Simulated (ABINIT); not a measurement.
# Al2Cl (Fm-3m) in ABINIT: settings compared

One crystal, Al2Cl, is run at these levels: LDA, LDA-PZ; tasks: single point, relaxation of cell and atoms.

All numbers are computed with ABINIT 10.8.3 (patched build); they aren't measurements. Logs are shortened: lines on timing, memory, paths and dates and some standing lists are left out, and cuts for length are marked. The log counts tension as positive stress, the text compression.

### 1 The crystal as given

The structure is cubic, space group Fm-3m (No. 225). Conventional cell: a = 6.317 Å, b = 6.317 Å, c = 6.317 Å, α = 90.00°, β = 90.00°, γ = 90.00°. Al (site symmetry -43m) is surrounded by 4 Cl at 2.74 Å. Cl (site symmetry m-3m) is surrounded by 8 Al at 2.74 Å.

The cell was built by a generator and needn't be a form met in nature.

### 2 Single point, LDA

Contents of run.abi:

```
pp_dirpath "./"
pseudos "Al.hgh, Cl.hgh"

acell 4.4670418868 4.4670418868 4.4670418868 Angstrom
rprim
     0.0000000000     0.7071067812     0.7071067812
     0.7071067812     0.0000000000     0.7071067812
     0.7071067812     0.7071067812     0.0000000000
ntypat 2
znucl 13 17
natom 3
typat 1 1 2
xred
     0.2500000000     0.2500000000     0.2500000000
     0.7500000000     0.7500000000     0.7500000000
     0.0000000000     0.0000000000     0.0000000000

ecut 28.0

kptopt 1
ngkpt 5 5 5
nshiftk 1
shiftk 0.0 0.0 0.0

ixc 7

nband 11
occopt 3
tsmear 0.00183747

nstep 100
tolvrs 1.0e-10

iomode 3
prtwf 0
prtden 0
prteig 0
prtebands 0
enunit 1
```

Potentials or basis: HGH LDA.

Started as:

```sh
> abinit run.abi > log 2>&1
```

run.abo:

```text
.Version 10.8.3 of ABINIT
 Symmetries : space group Fm -3 m (#225); Bravais cF (face-center cubic)
================================================================================
 Values of the parameters that define the memory need of the present run
     intxc =       0    ionmov =       0      iscf =       7    lmnmax =       3
     lnmax =       3     mgfft =      45  mpssoang =       2    mqgrid =    3001
     natom =       3  nloc_mem =       1    nspden =       1   nspinor =       1
    nsppol =       1      nsym =      48    n1xccc =       0    ntypat =       2
    occopt =       3   xclevel =       1
       mpw =        3022          nfft =       91125          nkpt =          10
================================================================================
================================================================================

--------------------------------------------------------------------------------
------------- Echo of variables that govern the present computation ------------
--------------------------------------------------------------------------------
 -outvars: echo values of preprocessed input variables --------
            acell      8.4414857590E+00  8.4414857590E+00  8.4414857590E+00 Bohr
              amu      2.69815390E+01  3.54527000E+01
             ecut      2.80000000E+01 Hartree
           enunit           1
              ixc           7
         kptrlatt        5    0    0      0    5    0      0    0    5
          kptrlen      4.22074288E+01
            natom           3
            nband          11
            ngfft          45      45      45
             nkpt          10
            nstep         100
             nsym          48
           ntypat           2
           occopt           3
           prtden           0
        prtebands           0
           prteig           0
            prtwf           0
            rprim      0.0000000000E+00  7.0710678120E-01  7.0710678120E-01
                       7.0710678120E-01  0.0000000000E+00  7.0710678120E-01
                       7.0710678120E-01  7.0710678120E-01  0.0000000000E+00
          spgroup         225
           tolvrs      1.00000000E-10
           tsmear      1.83747000E-03 Hartree
            typat      1  1  2
           xangst      1.5793378050E+00  1.5793378050E+00  1.5793378050E+00
                       4.7380134151E+00  4.7380134151E+00  4.7380134151E+00
                       0.0000000000E+00  0.0000000000E+00  0.0000000000E+00
            xcart      2.9845159118E+00  2.9845159118E+00  2.9845159118E+00
                       8.9535477354E+00  8.9535477354E+00  8.9535477354E+00
                       0.0000000000E+00  0.0000000000E+00  0.0000000000E+00
             xred      2.5000000000E-01  2.5000000000E-01  2.5000000000E-01
                       7.5000000000E-01  7.5000000000E-01  7.5000000000E-01
                       0.0000000000E+00  0.0000000000E+00  0.0000000000E+00
            znucl       13.00000   17.00000

================================================================================

 chkinp: Checking input parameters for consistency.

================================================================================
== DATASET  1 ==================================================================

--- !DatasetInfo
iteration_state: {dtset: 1, }
dimensions: {natom: 3, nkpt: 10, mband: 11, nsppol: 1, nspinor: 1, nspden: 1, mpw: 3022, }
cutoff_energies: {ecut:  28.0, pawecutdg:  -1.0, }
electrons: {nelect:   1.30000000E+01, charge:   0.00000000E+00, occopt:   3.00000000E+00, tsmear:   1.83747000E-03, }
meta: {optdriver: 0, ionmov: 0, optcell: 0, iscf: 7, paral_kgb: 0, }
...

 Exchange-correlation functional for the present dataset will be:
  LDA: Perdew-Wang 92 LSD fit to Ceperley-Alder data - ixc=7
  J.P.Perdew and Y.Wang, PRB 45, 13244 (1992)

 Real(R)+Recip(G) space primitive vectors, cartesian coordinates (Bohr,Bohr^-1):
 R(1)=  0.0000000  5.9690318  5.9690318  G(1)= -0.0837657  0.0837657  0.0837657
 R(2)=  5.9690318  0.0000000  5.9690318  G(2)=  0.0837657 -0.0837657  0.0837657
 R(3)=  5.9690318  5.9690318  0.0000000  G(3)=  0.0837657  0.0837657 -0.0837657
 Unit cell volume ucvol=  4.2534534E+02 bohr^3
 Angles (23,13,12)=  6.00000000E+01  6.00000000E+01  6.00000000E+01 degrees

 getcut: wavevector=  0.0000  0.0000  0.0000  ngfft=  45  45  45
         ecut(hartree)=     28.000   => boxcut(ratio)=   2.18821

--- Pseudopotential description ------------------------------------------------
- pspini: atom type   1  psp file is ./Al.hgh
    3    1    1    0      2001   0.00000      pspcod,pspxc,lmax,lloc,mmax,r2well

 pspatm : COMMENT -
  the projectors are not normalized,
  so that the KB energies are not consistent with
  definition in PRB44, 8503 (1991).
  However, this does not influence the results obtained hereafter.

- pspini: atom type   2  psp file is ./Cl.hgh
    3    1    1    0      2001   0.00000      pspcod,pspxc,lmax,lloc,mmax,r2well

 pspatm : COMMENT -
  the projectors are not normalized,
  so that the KB energies are not consistent with
  definition in PRB44, 8503 (1991).
  However, this does not influence the results obtained hereafter.

  -2.18365417E+02                                ecore*ucvol(ha*bohr**3)
--------------------------------------------------------------------------------

================================================================================

--- !BeginCycle
iteration_state: {dtset: 1, }
solver: {iscf: 7, nstep: 100, nline: 4, wfoptalg: 0, }
tolerances: {tolvrs: 1.00E-10, }
...

     iter   Etot(hartree)      deltaE(h)  residm     vres2
 ETOT  1  -19.069748308136    -1.907E+01 1.226E-02 3.230E+02
 ETOT  2  -19.103697631690    -3.395E-02 6.757E-04 8.373E+01
 ETOT  3  -19.118260798279    -1.456E-02 3.318E-04 6.821E+00
 ETOT  4  -19.119168796429    -9.080E-04 6.494E-05 4.387E-02
 ETOT  5  -19.119174927115    -6.131E-06 2.078E-05 7.024E-03
 ETOT  6  -19.119175708837    -7.817E-07 7.035E-06 2.069E-05
 ETOT  7  -19.119175710761    -1.924E-09 2.620E-06 3.924E-07
 ETOT  8  -19.119175710819    -5.855E-11 9.614E-07 6.394E-10
 ETOT  9  -19.119175710818     1.204E-12 3.636E-07 2.090E-11

 At SCF step    9       vres2   =  2.09E-11 < tolvrs=  1.00E-10 =>converged.

 Cartesian components of stress tensor (hartree/bohr^3)
  sigma(1 1)= -2.07841225E-04  sigma(3 2)=  0.00000000E+00
  sigma(2 2)= -2.07841225E-04  sigma(3 1)=  0.00000000E+00
  sigma(3 3)= -2.07841225E-04  sigma(2 1)=  0.00000000E+00

--- !ResultsGS
iteration_state: {dtset: 1, }
comment   : Summary of ground state results
lattice_vectors:
- [  0.0000000,   5.9690318,   5.9690318, ]
- [  5.9690318,   0.0000000,   5.9690318, ]
- [  5.9690318,   5.9690318,   0.0000000, ]
lattice_lengths: [   8.44149,    8.44149,    8.44149, ]
lattice_angles: [ 60.000,  60.000,  60.000, ] # degrees, (23, 13, 12)
lattice_volume:   4.2534534E+02
convergence: {deltae:  1.204E-12, res2:  2.090E-11, residm:  3.636E-07, diffor: null, }
etotal    :  -1.91191757E+01
entropy   :   0.00000000E+00
fermie    :   2.60770382E-01
cartesian_stress_tensor: # hartree/bohr^3
- [ -2.07841225E-04,   0.00000000E+00,   0.00000000E+00, ]
- [  0.00000000E+00,  -2.07841225E-04,   0.00000000E+00, ]
- [  0.00000000E+00,   0.00000000E+00,  -2.07841225E-04, ]
pressure_GPa:   6.1149E+00
xred      :
- [  2.5000E-01,   2.5000E-01,   2.5000E-01, Al]
- [  7.5000E-01,   7.5000E-01,   7.5000E-01, Al]
- [  0.0000E+00,   0.0000E+00,   0.0000E+00, Cl]
cartesian_forces: # hartree/bohr
- [ -0.00000000E+00,  -0.00000000E+00,  -0.00000000E+00, ]
- [ -0.00000000E+00,  -0.00000000E+00,  -0.00000000E+00, ]
- [ -0.00000000E+00,  -0.00000000E+00,  -0.00000000E+00, ]
force_length_stats: {min:   0.00000000E+00, max:   0.00000000E+00, mean:   0.00000000E+00, }
...

 Integrated electronic density in atomic spheres:
 ------------------------------------------------
 Atom  Sphere_radius  Integrated_density
    1        2.00000          0.85397246
    2        2.00000          0.85397246
    3        2.00000          5.05579688
================================================================================

 ----iterations are completed or convergence reached----

 Mean square residual over all n,k,spin=   33.311E-10; max=  36.360E-08
 reduced coordinates (array xred) for    3 atoms
       0.250000000000      0.250000000000      0.250000000000
       0.750000000000      0.750000000000      0.750000000000
       0.000000000000      0.000000000000      0.000000000000
 rms dE/dt=  0.0000E+00; max dE/dt=  0.0000E+00; dE/dt below (all hartree)
    1       0.000000000000      0.000000000000      0.000000000000
    2       0.000000000000      0.000000000000      0.000000000000
    3       0.000000000000      0.000000000000      0.000000000000

 cartesian coordinates (angstrom) at end:
    1      1.57933780503036     1.57933780503036     1.57933780503036
    2      4.73801341509108     4.73801341509108     4.73801341509108
    3      0.00000000000000     0.00000000000000     0.00000000000000

 cartesian forces (hartree/bohr) at end:
    1     -0.00000000000000    -0.00000000000000    -0.00000000000000
    2     -0.00000000000000    -0.00000000000000    -0.00000000000000
    3     -0.00000000000000    -0.00000000000000    -0.00000000000000
 frms,max,avg= 0.0000000E+00 0.0000000E+00   0.000E+00  0.000E+00  0.000E+00 h/b

 cartesian forces (eV/Angstrom) at end:
    1     -0.00000000000000    -0.00000000000000    -0.00000000000000
    2     -0.00000000000000    -0.00000000000000    -0.00000000000000
    3     -0.00000000000000    -0.00000000000000    -0.00000000000000
 frms,max,avg= 0.0000000E+00 0.0000000E+00   0.000E+00  0.000E+00  0.000E+00 e/A
 length scales=  8.441485759010  8.441485759010  8.441485759010 bohr
              =  4.467041886800  4.467041886800  4.467041886800 angstroms
 Fermi (or HOMO) energy (eV) =   7.09592   Average Vxc (eV)=  -8.96481
 Eigenvalues (   eV  ) for nkpt=  10  k points:
 kpt#   1, nband= 11, wtk=  0.00800, kpt=  0.0000  0.0000  0.0000 (reduced coord)
 -10.41932    1.27560    1.36039    1.36039    1.36039    7.18741    7.18741    7.18741
   8.05500   11.72810   11.72810
 prteigrs : prtvol=0 or 1, do not print more k-points.

--- !EnergyTerms
iteration_state     : {dtset: 1, }
comment             : Components of total free energy in Hartree
kinetic             :  7.40407876886634E+00
hartree             :  3.70916885674590E+00
xc                  : -4.40157323782028E+00
Ewald energy        : -1.65086895171529E+01
psp_core            : -5.13383825246066E-01
local_psp           : -1.28916824503076E+01
non_local_psp       :  4.08384711987831E+00
internal            : -1.91182342850363E+01
'-kT*entropy'       : -9.41425781719183E-04
total_energy        : -1.91191757108180E+01
total_energy_eV     : -5.20259274971848E+02
band_energy         :  2.65675944906749E-01
...

 Cartesian components of stress tensor (hartree/bohr^3)
  sigma(1 1)= -2.07841225E-04  sigma(3 2)=  0.00000000E+00
  sigma(2 2)= -2.07841225E-04  sigma(3 1)=  0.00000000E+00
  sigma(3 3)= -2.07841225E-04  sigma(2 1)=  0.00000000E+00

-Cartesian components of stress tensor (GPa)         [Pressure=  6.1149E+00 GPa]
- sigma(1 1)= -6.11489994E+00  sigma(3 2)=  0.00000000E+00
- sigma(2 2)= -6.11489994E+00  sigma(3 1)=  0.00000000E+00
- sigma(3 3)= -6.11489994E+00  sigma(2 1)=  0.00000000E+00

== END DATASET(S) ==============================================================
================================================================================

 -outvars: echo values of variables after computation  --------
            acell      8.4414857590E+00  8.4414857590E+00  8.4414857590E+00 Bohr
           etotal     -1.9119175711E+01
            fcart     -0.0000000000E+00 -0.0000000000E+00 -0.0000000000E+00
                      -0.0000000000E+00 -0.0000000000E+00 -0.0000000000E+00
                      -0.0000000000E+00 -0.0000000000E+00 -0.0000000000E+00
            rprim      0.0000000000E+00  7.0710678120E-01  7.0710678120E-01
                       7.0710678120E-01  0.0000000000E+00  7.0710678120E-01
                       7.0710678120E-01  7.0710678120E-01  0.0000000000E+00
           strten     -2.0784122461E-04 -2.0784122461E-04 -2.0784122461E-04
                       0.0000000000E+00  0.0000000000E+00  0.0000000000E+00
           xangst      1.5793378050E+00  1.5793378050E+00  1.5793378050E+00
                       4.7380134151E+00  4.7380134151E+00  4.7380134151E+00
                       0.0000000000E+00  0.0000000000E+00  0.0000000000E+00
             xred      2.5000000000E-01  2.5000000000E-01  2.5000000000E-01
                       7.5000000000E-01  7.5000000000E-01  7.5000000000E-01
                       0.0000000000E+00  0.0000000000E+00  0.0000000000E+00
 Calculation completed.
```

Wall time 6.5 s (1 thread of Intel Xeon 6975P-C (Granite Rapids), shared host); peak memory 0.07 GiB.

What came out:

```yaml
Free_energy: -520.2593 eV
Band_gap_on_the_k_mesh: none (metal or under the smearing width)
Valence_electrons_inside_the_program's_atomic_spheres: Al 0.85; Cl 5.06
```

Levels at points of the mesh, in eV from the Fermi level:
| k point | band 3 | band 4 | band 5 | band 6 | band 7 | band 8 | band 9 | band 10 |
| --- | --- | --- | --- | --- | --- | --- | --- | --- |
| (0.00, 0.00, 0.00) | -5.74 | -5.74 | -5.74 | 0.09 | 0.09 | 0.09 | 0.96 | 4.63 |

Caveat: the cutoff is too short for stress, so the log's stress isn't used; HGH potentials are hard and often keep d shells in the core, so these values are rough; an odd number of electrons without spin polarisation forces a metal; a magnetic or distorted state may lie lower.

### 3 Relaxation of cell and atoms, LDA-PZ

Contents of run.abi:

```
pp_dirpath "./"
pseudos "Al.upf, Cl.upf"

acell 3*1.0 Angstrom
rprim
     0.0000000000     3.1586756100     3.1586756100
     3.1586756100     0.0000000000     3.1586756100
     3.1586756100     3.1586756100     0.0000000000
ntypat 2
znucl 13 17
natom 3
typat 1 1 2
chkprim 0
chksymtnons 0
tolsym 1.0e-6
xred
            1/4            1/4            1/4
            3/4            3/4            3/4
            0.0            0.0            0.0

ecut 761.918815 eV
ecutsm 0.5

kptopt 1
ngkpt 5 5 5
nshiftk 1
shiftk 0.0 0.0 0.0

ixc 2

nband 11
occopt 3
tsmear 0.05 eV

nstep 80
tolvrs 1.0e-12

iomode 3
prteig 0
prtebands 0
prtwf 0
prtden 0

ionmov 2
optcell 2
ntime 50
tolmxf 2.0e-5
dilatmx 1.08
```

Potentials or basis: PseudoDojo NC SR LDA v0.4.1 standard.

Started as:

```sh
> abinit run.abi > log 2>&1
```

Wall time 55 s (1 thread of Arm Neoverse V2, shared host); peak memory 0.08 GiB.

Results (log left out):

```yaml
Free_energy: -573.4908 eV
Relaxed_volume: 25.44 Å³/atom
Relaxed_cell: a = 4.761 Å, b = 4.761 Å, c = 4.761 Å, α = 60.00°, β = 60.00°, γ = 60.00°
Space_group_after_relaxing_to_0.05_Å: Fm-3m (No. 225)
Energy_gained_by_relaxing: 84.0 meV/atom
Ionic_steps: 5
Pressure_after_relaxing: 0.0 GPa
Band_gap_on_the_k_mesh: none (metal or under the smearing width)
```

The path:
```tsv
step	energy change (eV)	largest force (eV/Å)	pressure (GPa)	volume (Å³)
1	0.0000	0.0000	6.98	63.03
2	-0.0554	0.0000	6.08	64.39
3	-0.2518	0.0000	0.09	76.07
4	-0.2519	0.0000	0.01	76.29
5	-0.2519	0.0000	0.00	76.33
```

Final structure:
```yaml
crystal:
  lattice:
    - [0.00000, 3.36677, 3.36677]
    - [3.36677, 0.00000, 3.36677]
    - [3.36677, 3.36677, 0.00000]
  atoms:
    - { symbol: Al, position: [0.25000, 0.25000, 0.25000] }
    - { symbol: Al, position: [0.75000, 0.75000, 0.75000] }
    - { symbol: Cl, position: [0.00000, 0.00000, 0.00000] }
```

Caveat: the volume moved by over 15 % at a fixed basis, so the end points are rough; an odd number of electrons without spin polarisation forces a metal; a magnetic or distorted state may lie lower.
